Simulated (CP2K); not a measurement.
# C2H7AlO (SMILES C[CH2][AlH][OH]): levels of theory compared

Wanted: a comparison of 4 runs (PM3, GFN2-xTB, PM6, GFN1-xTB) of C2H7AlO. 

The calculation is run with CP2K 2026.2.

### Step 1. The structure to begin with

C2H7AlO: 11 atoms, total charge 0, spin state singlet. As SMILES, `C[CH2][AlH][OH]`. The C1–C2 distance was set to 1.987 Å, away from the relaxed value.

Bond lengths: C2–Al3 1.957 Å, Al3–O4 1.701 Å, C1–H5 1.094 Å, C1–H6 1.094 Å, C1–H7 1.094 Å, C2–H8 1.098 Å, C2–H9 1.098 Å, Al3–H10 1.582 Å, O4–H11 0.956 Å. Angles: C2–Al3–O4 121.1°, C2–Al3–H10 123.9°, O4–Al3–H10 115.0°, Al3–C2–H8 107.6°, Al3–C2–H9 107.6°, Al3–O4–H11 123.1°, H8–C2–H9 104.1°, H5–C1–H6 106.9°, H5–C1–H7 106.9°, H6–C1–H7 107.0°. A long bond or contact: C1–C2 1.987 Å.

### Step 2. A single-point energy at PM3 (run 1)

File calc.inp:

```
&GLOBAL
   PROJECT calc
   RUN_TYPE ENERGY
   PRINT_LEVEL MEDIUM
&END GLOBAL

&FORCE_EVAL
   METHOD Quickstep
   &DFT
      CHARGE 0
      MULTIPLICITY 1
      &QS
         METHOD PM3
         EPS_DEFAULT 1.0E-10
         &SE
            &COULOMB
               CUTOFF [angstrom] 50
               RC_RANGE [angstrom] 0
            &END COULOMB
            &EXCHANGE
               CUTOFF [angstrom] 50
               RC_RANGE [angstrom] 0
            &END EXCHANGE
         &END SE
      &END QS
      &POISSON
         PERIODIC NONE
         POISSON_SOLVER ANALYTIC
      &END POISSON
      &SCF
         SCF_GUESS ATOMIC
         EPS_SCF 1.0E-07
         MAX_SCF 40
         &OT ON
            MINIMIZER DIIS
            PRECONDITIONER FULL_SINGLE_INVERSE
         &END OT
         &OUTER_SCF
            EPS_SCF 1.0E-07
            MAX_SCF 5
         &END OUTER_SCF
      &END SCF
      &PRINT
         &MOMENTS
            PERIODIC F
            REFERENCE COM
            MAX_MOMENT 1
         &END MOMENTS
         &MO_CUBES
            NLUMO 1
            NHOMO -1
            WRITE_CUBE F
         &END MO_CUBES
         &HIRSHFELD OFF
         &END HIRSHFELD
      &END PRINT
   &END DFT
   &SUBSYS
      &CELL
         ABC [angstrom] 12.8 11.3 11.9
         PERIODIC NONE
      &END CELL
      &COORD
         SCALED T
         C    0.36559457   0.57933761   0.50304655
         C    0.49635855   0.52855619   0.57903782
         Al   0.58062418   0.41033496   0.50006303
         O    0.54219449   0.35468009   0.37388655
         H    0.31251645   0.50488628   0.48917261
         H    0.32254770   0.64531991   0.55188689
         H    0.38129770   0.61862080   0.42075244
         H    0.47876480   0.49333496   0.66296218
         H    0.54658512   0.60544115   0.59550000
         H    0.68748355   0.35946770   0.54629832
         H    0.47919449   0.37828186   0.33703782
      &END COORD
   &END SUBSYS
&END FORCE_EVAL
```

Command:

```sh
$ OMP_NUM_THREADS=1 cp2k.psmp -i calc.inp > calc.out 2>&1
```

Output:

```text
CP2K| version string:                                       CP2K version 2026.2
[...]
 GLOBAL| Method name                                                        CP2K
[...]
 GLOBAL| Run type                                                         ENERGY
[...]
                             - Atoms:                                         11
[...]
                             - Spherical basis functions:                     23
[...]
 Number of electrons:                                                         24
[...]
     1 OT DIIS     0.80E-01    0.0     0.35082488       -20.5667290923 -2.06E+01
[...]
     5 OT DIIS     0.80E-01    0.0     0.00000007       -25.2439217735 -2.37E-12
  *** SCF run converged in     5 steps ***
  Core-core repulsion energy [eV]:                           1270.96048646833901
  Core Hamiltonian energy [eV]:                             -1061.82684342175799
  Two-electron integral energy [eV]:                        -1792.11137693825663
  Electronic energy [eV]:                                   -1957.88253189088641
  Total energy [eV]:                                         -686.92204542254728
  Atomic reference energy [eV]:                               686.84626238583257
  Heat of formation [kcal/mol]:                                -1.74759848146634
[...]
 SE_DIPOLE| Moment [Debye]          0.98810106      -0.75265981      -0.13542443
 SE_DIPOLE| Derivative [a.u.]       0.00000000       0.00000000       0.00000000
 *** WARNING in qs_scf_post_se.F:140 :: Printing of MO cube files not ***
 *** implemented for Semi-Empirical method.                           ***
 ENERGY| Total FORCE_EVAL ( QS ) energy [hartree]            -25.243921773461757
[...]
```

Run time: 1.2 s. Hardware: 1 thread of Intel Xeon 6975P-C (Granite Rapids), shared host; peak memory 0.2 GiB.

### Step 3. A single-point energy at GFN2-xTB (run 2)

File molecule.pdb:

```
HETATM    1 C    MOL A   1      -1.498   0.962  -0.102  1.00  0.00           C
HETATM    2 C    MOL A   1       0.176   0.388   0.802  1.00  0.00           C
HETATM    3 Al   MOL A   1       1.254  -0.948  -0.138  1.00  0.00          AL
HETATM    4 O    MOL A   1       0.763  -1.577  -1.639  1.00  0.00           O
HETATM    5 H    MOL A   1      -2.177   0.121  -0.267  1.00  0.00           H
HETATM    6 H    MOL A   1      -2.049   1.707   0.479  1.00  0.00           H
HETATM    7 H    MOL A   1      -1.297   1.406  -1.082  1.00  0.00           H
HETATM    8 H    MOL A   1      -0.049  -0.010   1.801  1.00  0.00           H
HETATM    9 H    MOL A   1       0.819   1.257   0.998  1.00  0.00           H
HETATM   10 H    MOL A   1       2.622  -1.523   0.412  1.00  0.00           H
HETATM   11 H    MOL A   1      -0.044  -1.310  -2.078  1.00  0.00           H
END
```

File calc.inp:

```
&global
    project_name calc
    run_type ENERGY
    print_level MEDIUM
&end global

&force_eval
    method QUICKSTEP
    &dft
        ! Quickstep
        &qs
            method XTB
            eps_default 1.0E-10
            &xtb
                gfn_type TBLITE
                &tblite
                    method GFN2
                &end tblite
                check_atomic_charges F
            &end xtb
        &end qs
        ! cluster boundary conditions
        &poisson
            periodic NONE
            poisson_solver ANALYTIC
        &end poisson
        &scf
            scf_guess ATOMIC
            eps_scf 1.0E-07
            max_scf 150
            added_mos 8
            &diagonalization
                algorithm STANDARD
            &end diagonalization
            &mixing
                method DIRECT_P_MIXING
                alpha 0.4
            &end mixing
        &end scf
        ! extra output
        &print
            &moments
                periodic F
                reference COM
                max_moment 1
            &end moments
            &mo ON
                energies T
                occupation_numbers T
                ndigits 6
                &each
                    qs_scf 0
                &end each
                add_last NUMERIC
            &end mo
            &hirshfeld OFF
            &end hirshfeld
        &end print
    &end dft
    &subsys
        ! vacuum box
        &cell
            abc 14.8 13.3 13.9
            periodic NONE
        &end cell
        &topology
            coord_file_name molecule.pdb
            coord_file_format PDB
            conn_file_format OFF
            &center_coordinates
            &end center_coordinates
        &end topology
    &end subsys
&end force_eval
```

Command:

```sh
$ OMP_NUM_THREADS=1 cp2k.psmp -i calc.inp -o calc.out
```

Output:

```text
CP2K| version string:                                       CP2K version 2026.2
[...]
 GLOBAL| Method name                                                        CP2K
[...]
 GLOBAL| Run type                                                         ENERGY
[...]
                             - Atoms:                                         11
[...]
                             - Spherical basis functions:                     28
[...]
 Number of electrons:                                                         24
[...]
  *** SCF run converged in    19 steps ***
[...]
  Fermi energy:                                                -0.25881130521385
[...]
 TB_DIPOLE| Moment [Debye]         -1.50320030       1.06104008       0.06449765
 TB_DIPOLE| Derivative [a.u.]       0.00000000       0.00000000       0.00000000
[...]
 ENERGY| Total FORCE_EVAL ( QS ) energy [hartree]            -12.968066104027919
[...]
```

Wall time 0.79 s (1 thread of Intel Xeon 6975P-C (Granite Rapids), shared host); peak memory 0.2 GiB.

Run 3 isn't shown in full; the table further down has it.

### Step 4. The energy at GFN1-xTB (run 4)

File molecule.inp:

```
&GLOBAL
 PROJECT_NAME molecule
 RUN_TYPE ENERGY
 PRINT_LEVEL MEDIUM
&END GLOBAL

&FORCE_EVAL
 METHOD QS
 &DFT
  CHARGE 0
  MULTIPLICITY 1
  &QS
   METHOD XTB
   EPS_DEFAULT 1.0E-10
   &XTB
    GFN_TYPE 1
    CHECK_ATOMIC_CHARGES F
   &END XTB
  &END QS
  &POISSON
   PERIODIC NONE
   POISSON_SOLVER ANALYTIC
  &END POISSON
  &SCF
   SCF_GUESS ATOMIC
   EPS_SCF 1.0E-06
   MAX_SCF 150
   ADDED_MOS 8
   &DIAGONALIZATION
    ALGORITHM STANDARD
   &END DIAGONALIZATION
   &MIXING
    METHOD DIRECT_P_MIXING
    ALPHA 0.4
   &END MIXING
   &SMEAR ON
    METHOD FERMI_DIRAC
    ELECTRONIC_TEMPERATURE [K] 300
   &END SMEAR
  &END SCF
  &PRINT
   &MOMENTS
    PERIODIC F
    REFERENCE COM
    MAX_MOMENT 1
   &END MOMENTS
   &MO ON
    ENERGIES T
    OCCUPATION_NUMBERS T
    NDIGITS 6
    &EACH
     QS_SCF 0
    &END EACH
    ADD_LAST NUMERIC
   &END MO
   &HIRSHFELD OFF
   &END HIRSHFELD
  &END PRINT
 &END DFT
 &SUBSYS
  &CELL
   ABC [angstrom] 20.8 19.3 19.9
   PERIODIC NONE
  &END CELL
  &COORD
   UNIT bohr
   C     -2.8305811     1.8175953    -0.1933114
   C      0.3324028     0.7332137     1.5155604
   Al     2.3706614    -1.7912714    -0.2604043
   O      1.4411051    -2.9797202    -3.0978280
   H     -4.1144610     0.2277687    -0.5053052
   H     -3.8718202     3.2265751     0.9049974
   H     -2.4507461     2.6564447    -2.0439202
   H     -0.0931635    -0.0188973     3.4028298
   H      1.5473078     2.3750078     1.8857577
   H      4.9554288    -2.8774860     0.7793231
   H     -0.0827700    -2.4757302    -3.9264729
  &END COORD
  &TOPOLOGY
   &CENTER_COORDINATES
   &END CENTER_COORDINATES
  &END TOPOLOGY
 &END SUBSYS
&END FORCE_EVAL
```

Command:

```sh
$ OMP_NUM_THREADS=1 cp2k.psmp -i molecule.inp -o molecule.out
```

Output:

```text
CP2K| version string:                                       CP2K version 2026.2
[...]
 GLOBAL| Method name                                                        CP2K
[...]
 GLOBAL| Run type                                                         ENERGY
[...]
                             - Atoms:                                         11
[...]
                             - Spherical basis functions:                     35
[...]
 Number of electrons:                                                         24
[...]
     1 P_Mix/Diag. 0.40E+00    0.0     0.75289726       -13.8644583870 -1.39E+01
[...]
    14 DIIS/Diag.  0.13E-05    0.0     0.00000082       -13.9744564548 -1.14E-10
  *** SCF run converged in    14 steps ***
[...]
  Fermi energy:                                                -0.27590343623461
[...]
 TB_DIPOLE| Moment [Debye]         -1.20210794       1.27098307       0.70932819
 TB_DIPOLE| Derivative [a.u.]       0.00000000       0.00000000       0.00000000
[...]
 ENERGY| Total FORCE_EVAL ( QS ) energy [hartree]            -13.974456454829065
[...]
```

Run time: 0.82 s. Hardware: 1 thread of Intel Xeon 6975P-C (Granite Rapids), shared host; peak memory 0.2 GiB.

### Step 5. Overview of the runs

```
run     level  iteration cap  solver  energy (Eh)  dipole moment (D)  wall time
  1       PM3             40      OT   -25.243922               1.25      1.2 s
  2  GFN2-xTB            150    DIAG   -12.968066               1.84     0.79 s
  3       PM6            150    DIAG   -25.028847               1.62     0.77 s
  4  GFN1-xTB            150    DIAG   -13.974456               1.89     0.82 s
```

### Step 6. Results

```
                                        quantity         value
                             run 4: total energy  -13.97446 Eh
run 4: dipole moment (from atomic charges alone)        1.89 D
                              run 4: HOMO energy     -11.43 eV
                              run 4: LUMO energy      -6.61 eV
                            run 4: HOMO–LUMO gap       4.82 eV
                        run 4: dispersion energy  -7.71 kJ/mol
```

**Reading.** The dipole moment (its size) runs from 1.25 D (PM3) to 1.89 D (GFN1-xTB). Some of these are taken from atomic charges alone. Over runs 2, 3, 4 the HOMO–LUMO gap runs from 4.13 eV (GFN2-xTB) to 12.25 eV (PM6). Force-field and semi-empirical energies have zeros of their own, so their totals don't compare. All runs together took 3.6 s, the longest 1.2 s.
